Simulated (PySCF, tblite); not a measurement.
**C7H13BFN: geometry, infrared bands and NMR shifts**

Aim: predict the infrared bands and NMR shifts of C7H13BFN (`CC#[N+][BH2-][C@@H]1CCC[C@@H]1F`).

Computed with tblite 0.8.0 and PySCF 2.14.0, with density-fitted response routines of our own, on a single molecule in the gas phase. Atoms count from 0, in the outputs and in this text.

### Step 1. Starting geometry

23 atoms, charge 0, multiplicity 1; geometry from: force field or distance geometry start.

Bonds of the start (Å): C0–C1 1.47, C1–N2 1.17, N2–B3 1.49, B3–C4 1.57, C4–C5 1.49, C5–C6 1.53, C6–C7 1.51, C7–C8 1.51, C8–F9 1.38, C8–C4 1.51, C0–H10 1.12, C0–H11 1.11, C0–H12 1.10, B3–H13 1.18, B3–H14 1.21, C4–H15 1.12, C5–H16 1.12, C5–H17 1.09, C6–H18 1.12, C6–H19 1.09, C7–H20 1.09, C7–H21 1.12, C8–H22 1.11.

### Step 2. Optimising the geometry with GFN2-xTB

The job: settings as JSON, then the geometry in Å.

```
{"job": {"kind": "relax", "xc": "GFN2-xTB", "basis": "xTB"}, "charge": 0, "multiplicity": 1}
C      3.401900     1.274700     0.310400
C      2.392200     0.225400     0.097100
N      1.616500    -0.642100    -0.052200
B      0.628300    -1.733200    -0.273400
C     -0.822400    -1.146000    -0.338800
C     -1.038600    -0.040800    -1.320800
C     -1.905300     1.005300    -0.620800
C     -1.820800     0.717000     0.856700
C     -1.167100    -0.628200     1.035000
F     -0.023200    -0.427500     1.774000
H      3.989500     1.078300     1.245600
H      2.880900     2.240100     0.447200
H      4.061400     1.282100    -0.566700
H      0.951800    -2.399900    -1.195700
H      0.622200    -2.495000     0.673000
H     -1.519500    -1.968000    -0.632000
H     -1.698000    -0.417500    -2.143700
H     -0.144900     0.425600    -1.735800
H     -2.972500     0.858100    -0.919000
H     -1.521000     2.002600    -0.833000
H     -1.248400     1.516100     1.338000
H     -2.844800     0.651600     1.295600
H     -1.823000    -1.351700     1.569300
```

On the command line:

```console
> OMP_NUM_THREADS=1 python probes_run.py task.json out
```

One launch serves the whole session: the jobs run in the order shown.

The log of the run:

```text
step      E/eV     max force
  0    -829.10321    2.296
  1    -829.26129    5.510
  2    -829.36436    3.081
  3    -829.50319    1.201
  4    -829.57941    0.576
  5    -829.66142    1.010
  6    -829.70011    0.595
  7    -829.72537    0.404
  8    -829.74030    0.336
  9    -829.75467    0.366
 10    -829.76758    0.283
 11    -829.77916    0.239
 12    -829.78843    0.186
 13    -829.79546    0.226
 14    -829.80145    0.234
 15    -829.80741    0.274
 16    -829.81336    0.209
 17    -829.81928    0.163
 18    -829.82554    0.169
 19    -829.83253    0.269
 20    -829.84010    0.290
 21    -829.84750    0.199
 22    -829.85387    0.178
 23    -829.85895    0.135
 24    -829.86316    0.173
 25    -829.86673    0.141
 26    -829.86956    0.127
 27    -829.87206    0.118
 28    -829.87495    0.120
 29    -829.87892    0.159
 30    -829.88443    0.203
 31    -829.89151    0.223
 32    -829.89975    0.218
 33    -829.90884    0.210
 34    -829.91831    0.198
 35    -829.92771    0.211
 36    -829.93718    0.194
 37    -829.94579    0.207
 38    -829.95158    0.159
 39    -829.95476    0.149
 40    -829.95468    0.187
 41    -829.95875    0.122
 42    -829.96058    0.097
 43    -829.96360    0.088
 44    -829.96501    0.102
 45    -829.96690    0.098
 46    -829.96834    0.098
 47    -829.96990    0.078
 48    -829.97095    0.074
 49    -829.97185    0.076
 50    -829.97279    0.061
 51    -829.97369    0.064
 52    -829.97435    0.046
 53    -829.97483    0.043
 54    -829.97525    0.040
 55    -829.97565    0.038
 56    -829.97602    0.040
 57    -829.97632    0.034
 58    -829.97658    0.038
 59    -829.97684    0.037
 60    -829.97709    0.035
 61    -829.97737    0.035
 62    -829.97767    0.037
 63    -829.97802    0.048
 64    -829.97837    0.046
 65    -829.97872    0.037
 66    -829.97906    0.036
 67    -829.97942    0.039
 68    -829.97977    0.038
 69    -829.98011    0.040
 70    -829.98044    0.037
 71    -829.98077    0.041
 72    -829.98108    0.032
 73    -829.98130    0.031
 74    -829.98147    0.029
 75    -829.98166    0.033
 76    -829.98192    0.040
 77    -829.98221    0.040
 78    -829.98247    0.039
 79    -829.98269    0.032
 80    -829.98297    0.041
 81    -829.98337    0.053
 82    -829.98389    0.059
 83    -829.98440    0.054
 84    -829.98489    0.049
 85    -829.98547    0.051
 86    -829.98633    0.071
 87    -829.98752    0.074
 88    -829.98877    0.068
 89    -829.98978    0.068
 90    -829.99069    0.063
 91    -829.99162    0.066
 92    -829.99244    0.070
 93    -829.99267    0.117
 94    -829.99365    0.054
 95    -829.99424    0.051
 96    -829.99532    0.039
 97    -829.99599    0.040
 98    -829.99638    0.033
 99    -829.99662    0.028
100    -829.99675    0.028
101    -829.99692    0.021
102    -829.99706    0.021
103    -829.99715    0.015
104    -829.99719    0.028
105    -829.99720    0.067
106    -829.99723    0.010
107    -829.99725    0.016
108    -829.99727    0.022
109    -829.99728    0.011
110    -829.99729    0.008
```

Wall time 1.5 s (1 thread of Arm Neoverse N1, shared host).

Relaxation path: (not every step is listed)

```csv
step,energy from step 0 (eV),largest force (eV/Å)
0,0.0000,2.2962
1,-0.1581,5.5101
2,-0.2612,3.0808
3,-0.4000,1.2013
4,-0.4762,0.5761
5,-0.5582,1.0100
6,-0.5969,0.5950
7,-0.6222,0.4042
8,-0.6371,0.3357
17,-0.7161,0.1628
26,-0.7663,0.1265
35,-0.8245,0.2110
44,-0.8618,0.1022
53,-0.8716,0.0433
62,-0.8745,0.0374
71,-0.8776,0.0408
80,-0.8798,0.0415
89,-0.8866,0.0682
98,-0.8932,0.0329
105,-0.8940,0.0666
106,-0.8940,0.0101
107,-0.8940,0.0163
108,-0.8941,0.0218
109,-0.8941,0.0110
110,-0.8941,0.0082
```

Close pairs (by a distance rule), those that changed most:

```
  bond  before (Å)  after (Å)  change (Å)
 B3–C4       1.566      1.647      +0.080
 C0–C1       1.472      1.429      -0.043
 C4–C5       1.494      1.530      +0.036
C0–H10       1.122      1.090      -0.032
 C7–C8       1.506      1.537      +0.031
C5–H16       1.120      1.089      -0.031
 C6–C7       1.508      1.537      +0.029
C7–H21       1.116      1.089      -0.027
```

The end geometry stands in the next job.

### Step 3. Vibrational analysis with GFN2-xTB

The job: settings as JSON, then the geometry in Å.

```
{"job": {"kind": "ir", "xc": "GFN2-xTB", "basis": "xTB"}, "charge": 0, "multiplicity": 1}
C      3.518792     0.961465     0.402685
C      2.554375    -0.038699     0.070090
N      1.774312    -0.842385    -0.180290
B      0.682804    -1.800496    -0.406007
C     -0.738782    -0.984560    -0.247726
C     -0.995630     0.143413    -1.249561
C     -2.257882     0.818178    -0.710553
C     -2.111299     0.745636     0.817514
C     -1.020334    -0.302503     1.091174
F      0.107977     0.364891     1.578962
H      4.113869     0.626263     1.252002
H      2.995647     1.877894     0.676412
H      4.174398     1.154287    -0.446369
H      0.822920    -2.216254    -1.514059
H      0.815647    -2.641393     0.429065
H     -1.536256    -1.725005    -0.372457
H     -1.121393    -0.226064    -2.265857
H     -0.160681     0.847942    -1.239961
H     -3.136983     0.254592    -1.027988
H     -2.369542     1.843793    -1.062173
H     -1.786036     1.701937     1.228835
H     -3.048414     0.472479     1.300912
H     -1.282263    -1.008427     1.885429
```

The log of the run:

```text
mode    cm-1     km/mol
  1     -31.6      0.20
  2      38.8      7.72
  3      58.5      5.91
  4      59.3      0.20
  5     153.4      0.30
  6     166.2      0.46
  7     214.4      0.52
  8     242.6      0.87
  9     294.9      4.38
 10     332.1      0.70
 11     352.6      3.12
 12     404.1      7.53
 13     553.5      1.16
 14     578.4      4.93
 15     653.4      3.41
 16     715.6      4.77
 17     776.7      5.25
 18     795.7     15.78
 19     823.2      3.42
 20     892.6     15.02
 21     921.6      5.98
 22     937.4     12.38
 23     963.0      4.01
 24     990.9     24.66
 25    1005.9      7.04
 26    1010.9      3.18
 27    1016.0     16.18
 28    1035.6      0.57
 29    1059.0     72.21
 30    1075.2    142.54
 31    1105.0      3.77
 32    1136.7      3.97
 33    1148.0     22.80
 34    1174.0     15.14
 35    1177.9     10.90
 36    1210.5      3.83
 37    1230.8      1.44
 38    1238.3      1.07
 39    1285.4      0.19
 40    1298.5      3.96
 41    1315.5      1.89
 42    1321.6      7.25
 43    1329.9      4.92
 44    1365.9     28.95
 45    1408.9     13.21
 46    1413.5     15.51
 47    1474.4      0.98
 48    1492.0      0.08
 49    1504.7      0.57
 50    2397.4     23.76
 51    2431.6    169.60
 52    2447.3    195.50
 53    2928.3     25.67
 54    2937.8     72.57
 55    2962.8     15.46
 56    2976.0     41.55
 57    2993.8     37.76
 58    2998.7     84.74
 59    3007.4     56.92
 60    3007.8      3.41
 61    3008.5      1.63
 62    3011.8     58.77
 63    3013.2      3.79
```

Run time: 1.6 s. Hardware: 1 thread of Arm Neoverse N1, shared host.

The strongest bands and the atoms that carry them (share of the mass-weighted mode):

```csv
cm⁻¹,km/mol,atoms
1059,72.2,"H13 29 %, B3 20 %, H14 18 %"
1075,142.5,"N2 31 %, C0 25 %, C1 15 %"
2432,169.6,"H14 66 %, H13 24 %"
2447,195.5,"H13 66 %, H14 23 %"
2938,72.6,"H22 64 %, H15 27 %"
2999,84.7,"H20 33 %, H19 33 %, H21 22 %"
3007,56.9,"H21 63 %, H20 23 %"
3012,58.8,H16 85 %
```

### Step 4. Nuclear shieldings: PBE0/pcSseg-1

Same as in step 3 but for these lines:

```diff
@@ -1,2 +1,2 @@
-{"job": {"kind": "ir", "xc": "GFN2-xTB", "basis": "xTB"}, "charge": 0, "multiplicity": 1}
+{"job": {"kind": "nmr", "xc": "PBE0", "basis": "pcSseg-1"}, "charge": 0, "multiplicity": 1}
 C      3.518792     0.961465     0.402685
```

Method: GIAO PBE0/pcSseg-1 NMR shielding, non-relativistic, gas phase.

The log of the run:

```text
coarse grid: 18896 points
cycle   1  E = -453.2336593605  dE =  1.338e+00  |g| = 7.007e-01  |ddm| = 4.190e+00
cycle   2  E = -453.0298515338  dE =  2.038e-01  |g| = 1.214e+00  |ddm| = 1.563e+00
cycle   3  E = -453.3435453040  dE = -3.137e-01  |g| = 2.605e-01  |ddm| = 9.702e-01
cycle   4  E = -453.3561568022  dE = -1.261e-02  |g| = 8.033e-02  |ddm| = 1.807e-01
cycle   5  E = -453.3573834290  dE = -1.227e-03  |g| = 1.643e-02  |ddm| = 5.924e-02
cycle   6  E = -453.3574442768  dE = -6.085e-05  |g| = 3.952e-03  |ddm| = 1.558e-02
cycle   7  E = -453.3574473682  dE = -3.091e-06  |g| = 1.045e-03  |ddm| = 3.883e-03
final grid: 182096 points
cycle   8  E = -453.4216451483  dE = -7.033e-05  |g| = 1.065e-02  |ddm| = 4.415e-02
cycle   9  E = -453.4216278585  dE =  1.729e-05  |g| = 1.411e-02  |ddm| = 2.101e-02
cycle  10  E = -453.4216729726  dE = -4.511e-05  |g| = 1.897e-03  |ddm| = 1.196e-02
cycle  11  E = -453.4216735869  dE = -6.144e-07  |g| = 7.934e-04  |ddm| = 1.602e-03
cycle  12  E = -453.4216737099  dE = -1.230e-07  |g| = 2.542e-04  |ddm| = 5.884e-04
cycle  13  E = -453.4216737222  dE = -1.226e-08  |g| = 5.797e-05  |ddm| = 1.823e-04
cycle  14  E = -453.4216737228  dE = -6.019e-10  |g| = 1.320e-05  |ddm| = 6.151e-05
converged SCF energy = -453.4216737228

GIAO shielding tensors (ppm)
atom      isotropic    diamagn.    paramagn.     s11        s22        s33       span
  0 C      184.911     249.038     -64.126    176.150    177.833    200.752     24.602
  1 C       70.316     273.487    -203.171    -23.492    -17.247    251.685    275.178
  2 N       34.012     330.439    -296.428   -117.338   -108.041    327.414    444.752
  3 B      134.859     188.000     -53.141    121.712    135.976    146.888     25.175
  4 C      144.469     251.598    -107.129    131.536    148.200    153.672     22.136
  5 C      153.461     248.813     -95.351    123.323    165.094    171.967     48.644
  6 C      157.579     249.734     -92.155    132.191    164.373    176.174     43.983
  7 C      147.811     250.201    -102.390    120.645    148.313    174.475     53.830
  8 C       79.058     241.418    -162.360     36.274     77.545    123.353     87.079
  9 F      377.350     481.452    -104.102    310.090    374.120    447.840    137.751
 10 H       29.422      25.322       4.100     24.453     27.036     36.779     12.326
 11 H       29.318      30.662      -1.344     23.864     28.797     35.293     11.429
 12 H       29.517      25.334       4.183     24.513     26.953     37.086     12.572
 13 H       29.741      29.906      -0.165     26.089     29.395     33.740      7.651
 14 H       29.346      29.774      -0.428     25.692     29.116     33.230      7.538
 15 H       31.053      33.849      -2.797     27.458     28.826     36.874      9.416
 16 H       30.054      32.356      -2.301     24.937     28.280     36.946     12.010
 17 H       30.173      34.843      -4.670     25.654     29.910     34.954      9.300
 18 H       30.306      30.749      -0.442     25.024     28.146     37.749     12.725
 19 H       29.794      30.469      -0.675     25.243     27.075     37.065     11.822
 20 H       29.840      31.245      -1.405     25.486     28.451     35.583     10.097
 21 H       29.522      29.899      -0.377     24.542     27.852     36.173     11.631
 22 H       26.289      31.658      -5.369     23.091     25.858     29.919      6.828
```

Wall time 98 s (1 thread of Arm Neoverse N1, shared host); peak memory 1.1 GiB.

The references, computed at this level on geometries of the same kind, shield at (ppm): 1H TMS 31.72, 13C TMS 186.9, 19F CFCl3 170.9, 15N NH3 267.7, 11B BF3·OEt2 100.1. Their shielding less the atom's gives the shift. The references are single molecules in the gas phase, so shifts against H2O, NH3, PH3, H3PO4 or CFCl3 are not on the usual liquid scales and can be off by tens of ppm. Atoms listed in one row are averaged.

```
        atoms                                 environment  σ (ppm)  δ (ppm)  δ scaled to CDCl3
           C1                       nitrilium-type carbon     70.3    116.6              111.9
           C8                          sp3 CH bonded to F     79.1    107.9              103.4
           C4                          sp3 CH bonded to B    144.5     42.5               39.5
           C7                           sp3 CH2 in a ring    147.8     39.1               36.3
           C5                           sp3 CH2 in a ring    153.5     33.5               30.7
           C6                           sp3 CH2 in a ring    157.6     29.3               26.7
           C0                methyl carbon α to a nitrile    184.9      2.0                0.1
          H22           hydrogen on an sp3 CH bonded to F    26.29     5.43               5.22
          H14          hydrogen on a boron bonded to C, N    29.35     2.37                  –
H10, H11, H12  hydrogen on a methyl carbon α to a nitrile    29.42     2.30               2.27
          H21            hydrogen on an sp3 CH2 in a ring    29.52     2.20               2.17
          H13          hydrogen on a boron bonded to C, N    29.74     1.98                  –
          H19            hydrogen on an sp3 CH2 in a ring    29.79     1.92               1.92
          H20            hydrogen on an sp3 CH2 in a ring    29.84     1.88               1.87
          H16            hydrogen on an sp3 CH2 in a ring    30.05     1.66               1.67
          H17            hydrogen on an sp3 CH2 in a ring    30.17     1.54               1.56
          H18            hydrogen on an sp3 CH2 in a ring    30.31     1.41               1.44
          H15           hydrogen on an sp3 CH bonded to B    31.05     0.66               0.73
           N2            donor nitrogen of a Lewis adduct     34.0    233.7                  –
           B3                   boron bonded to C, N, 2 H    134.9    -34.8                  –
           F9                   fluorine on an sp3 carbon    377.4   -206.4                  –
```

The scaled column applies a straight-line fit of computed shieldings to shifts measured in CDCl3, and one for carbons that bear F (root-mean-square error 0.16 ppm for H, 1.9 ppm for C).

The run also stored atomic charges by several schemes (e):

```
atoms  Mulliken    IAO  Hirshfeld  ESP fit
   C0     -0.18  -0.45      -0.06    -0.59
   C1      0.19   0.23       0.18     0.43
   N2     -0.28   0.04       0.00    -0.08
   B3      0.17  -0.27      -0.05    -0.34
   C4     -0.44  -0.22      -0.10     0.20
   C5     -0.18  -0.25      -0.08    -0.13
   C6     -0.22  -0.26      -0.07    -0.04
   C7     -0.18  -0.29      -0.08    -0.20
   C8      0.18   0.17       0.06     0.19
   F9     -0.38  -0.36      -0.13    -0.29
```

Mayer bond orders: C0–C1 1.05, C1–N2 2.62, N2–B3 0.73, B3–C4 0.85, C4–C5 0.99, C5–C6 1.04, C6–C7 1.04, C7–C8 1.02, C8–F9 0.81, C8–C4 1.01.

Ring of atoms C4, C5, C6, C7, C8: NICS(0) -4.2, NICS(1) -3.9, NICS(1)zz -4.0 ppm (means of both faces).

### Step 5. What came out

| quantity | value |
| --- | --- |
| strongest single infrared mode (GFN2-xTB) | 2447 cm⁻¹, 196 km/mol |
| zero-point energy (GFN2-xTB) | 118.5 kcal/mol |
| 13C shifts against TMS (PBE0/pcSseg-1) | 116.6, 107.9, 42.5, 39.1, 33.5, 29.3, 2.0 ppm |
| 1H shifts against TMS (PBE0/pcSseg-1, means over atoms taken as alike) | 5.43, 2.37, 2.30, 2.20, 1.98, 1.92, 1.88, 1.66, 1.54, 1.41, 0.66 ppm |
| 15N shifts against NH3 (PBE0/pcSseg-1) | 233.7 ppm |
| 11B shifts against BF3·OEt2 (PBE0/pcSseg-1) | -34.8 ppm |
| 19F shifts against CFCl3 (PBE0/pcSseg-1) | -206.4 ppm |

What this shows: The optimisation took 110 steps and gained 0.894 eV; among the close pairs (by a distance rule), B3–C4 changed most, from 1.566 to 1.647 Å. The lowest mode is imaginary (32i cm⁻¹), so the xTB geometry is not a minimum. The strongest single mode, at 2447 cm⁻¹, moves mainly H13. Unscaled tight-binding wavenumbers are off by several per cent, some by more. Its intensities can rank the bands wrongly. H22 (hydrogen on an sp3 CH bonded to F) lies farthest downfield among hydrogen, at 5.43 ppm; its carbon carries F, hence the downfield position. At PBE0/pcSseg-1: The widest tensor belongs to N2: span 445 ppm, with a paramagnetic part of -296 ppm.
